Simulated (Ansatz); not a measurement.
# Al3As: the cost of one run

Program: Ansatz 0.2.0. Level of theory: DFT PBE, scalar-relativistic, plane waves, PAW. These are calculated values, not measurements.

**1. The starting structure**

The structure is tetragonal, space group I4/mmm (No. 139). The conventional cell has a = 4.429 Å, b = 4.429 Å, c = 6.296 Å, α = 90.00°, β = 90.00°, γ = 90.00°. Al (site symmetry -4m2) is surrounded by 4 Al at 2.72 Å and 4 As at 2.72 Å. Al (site symmetry 4/mmm) has 8 Al at 2.72 Å as nearest neighbours. As (site symmetry 4/mmm) has 8 Al at 2.72 Å as nearest neighbours.

Structure file:

```cif
data_structure
_symmetry_space_group_name_H-M 'I4/mmm'
_symmetry_Int_Tables_number 139
_cell_length_a 4.4291
_cell_length_b 4.4291
_cell_length_c 6.2961
_cell_angle_alpha 90.000
_cell_angle_beta 90.000
_cell_angle_gamma 90.000
_cell_volume 123.51
loop_
_atom_site_label
_atom_site_type_symbol
_atom_site_symmetry_multiplicity
_atom_site_Wyckoff_symbol
_atom_site_fract_x
_atom_site_fract_y
_atom_site_fract_z
_atom_site_occupancy
Al1 Al 4 d 0.00000 0.50000 0.25000 1
Al2 Al 2 b 0.50000 0.50000 0.00000 1
As1 As 2 a 0.00000 0.00000 0.00000 1
```

Recipe of the guess: species swapped into a database cell of TePd3 (I4/mmm, No. 139), with As on the Te sites and Al on the Pd sites. Its size is a rough estimate.

**2. The guess as it stands, on a coarse mesh**

File input.yaml:

```yaml
crystal:
  lattice:
    - [-2.21452676, 2.21452676, 3.14806873]
    - [2.21452676, -2.21452676, 3.14806873]
    - [2.21452676, 2.21452676, -3.14806873]
  atoms:
    - { symbol: Al, position: [0.75, 0.25, 0.5] }
    - { symbol: Al, position: [0.25, 0.75, 0.5] }
    - { symbol: Al, position: [0.5, 0.5, 0.0] }
    - { symbol: As, position: [0.0, 0.0, 0.0] }
basis:
  ecutwfc: 420
kpoints:
  mp_grid: { grid: [6, 6, 6] }
hamiltonian:
  xc: pbe
scf:
  occupations: { method: gaussian, width: 0.1 }
  lower_state_search: "off"
output:
  forces: true
  stress: true
  eigenvalues: true
```

Launch:

```console
ansatz run input.yaml --threads 1 --pin off --max-ram 2560MiB --backend cpu --events-out ev --progress --plain --runs-dir out
```

Q: Estimate wall time and peak memory on 1 thread of Arm Neoverse V2, shared host.

About 2.1 s, with a peak of 0.32 GiB.
